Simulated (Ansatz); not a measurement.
**HfSnO4: the band gap up the ladder of functionals**

The task here is to estimate one member of a computed series from the others.

The runs shown are made with Ansatz 0.2.0. PAW datasets, plane waves. Note: simulated data, non-magnetic, for a generated structure that need not be the stable one.

### Starting point

The cell was relaxed beforehand with r2SCAN.

The symmetry is R-3m (No. 166, trigonal); a = 3.535 Å, c = 18.014 Å in the conventional setting, 10.83 Å³ an atom. Near Hf stand 8 O at 2.18–2.24 Å; near O stand 3 Sn at 2.18 Å and 1 Hf at 2.24 Å; near O stand 3 Hf at 2.18 Å and 1 Sn at 2.24 Å; near Sn stand 8 O at 2.18–2.24 Å.

As a file:

```xyz
6
Lattice="1.7677 1.0206 6.0047 -1.7677 1.0206 6.0047 0.0000 -2.0412 6.0047" Properties=species:S:1:pos:R:3 pbc="T T T"
Hf    0.0000    0.0000    0.0000
O     0.0000    0.0000    2.2431
O     0.0000    0.0000    6.7669
Sn    0.0000    0.0000    9.0070
O     0.0000    0.0000   11.2471
O     0.0000    0.0000   15.7709
```

Set-up of the first run:

File input.yaml:

```yaml
crystal:
  lattice:
    - [1.767711607, 1.0205887704, 6.0046627888]
    - [-1.767711607, 1.0205887704, 6.0046627888]
    - [0.0, -2.041177546, 6.0046627879]
  atoms:
    - { symbol: Hf, position: [0.0, 0.0, 0.0] }
    - { symbol: O, position: [0.1245210635, 0.1245210635, 0.1245210635] }
    - { symbol: O, position: [0.3756454832, 0.3756454832, 0.3756454832] }
    - { symbol: Sn, position: [0.5, 0.5, 0.5] }
    - { symbol: O, position: [0.6243545168, 0.6243545168, 0.6243545168] }
    - { symbol: O, position: [0.8754789365, 0.8754789365, 0.8754789365] }
kpoints:
  mp_grid: { grid: [8, 8, 8] }
  band_path:
    path:
      - [[0.0, 0.0, 0.0], [0.5, 0.5, 0.5], [0.8140743628779, 0.1859256371221, 0.5]]
      - [[0.5, -0.1859256371221, 0.1859256371221], [0.5, 9.079062558605e-17, -1.941009815443e-16], [0.0, 0.0, 0.0], [0.342962818561, -0.342962818561, 3.869818213341e-34]]
      - [[0.657037181439, 2.474045201409e-16, 0.342962818561], [0.5, 1.415874970821e-16, 0.5], [0.0, 0.0, 0.0]]
    npoints: 10
hamiltonian:
  xc: pbe
scf:
  occupations: { method: fermi_dirac, width: 0.02 }
  n_extra_bands: 5
output:
  forces: true
  stress: true
  eigenvalues: true
```

Started as:

```bash
ansatz run input.yaml --threads 4 --pin off --max-ram 6451MiB --backend cpu --events-out ev --progress --plain --runs-dir out
```

Among the steps run: PBE band path; Single point with r2SCAN; HSE06; PBE+SOC at the same geometry; Single point with PBE0.

One table of the session follows, with a row left open; its other results are not shown here.

```
  level  gap (eV)
    PBE      2.40
 r2SCAN         ?
  HSE06      3.84
PBE+SOC      2.40
   PBE0      4.56
```

Estimate the missing values for r2SCAN.

As computed: gap (eV): 2.92. In the column «gap (eV)» it lies between PBE+SOC (2.40) and HSE06 (3.84).

Meshes: PBE 8×8×8, r2SCAN 8×8×8, HSE06 6×6×6, PBE+SOC 8×8×8, PBE0 6×6×6

PBE reaches 62 % of the HSE06 value, and r2SCAN 76 %. PBE0 lies 0.73 eV above HSE06, which differs from it by screening the long-range exchange.

To keep in mind: Warnings in the runs' records: stress scf threshold loose, stress exchange threshold loose.
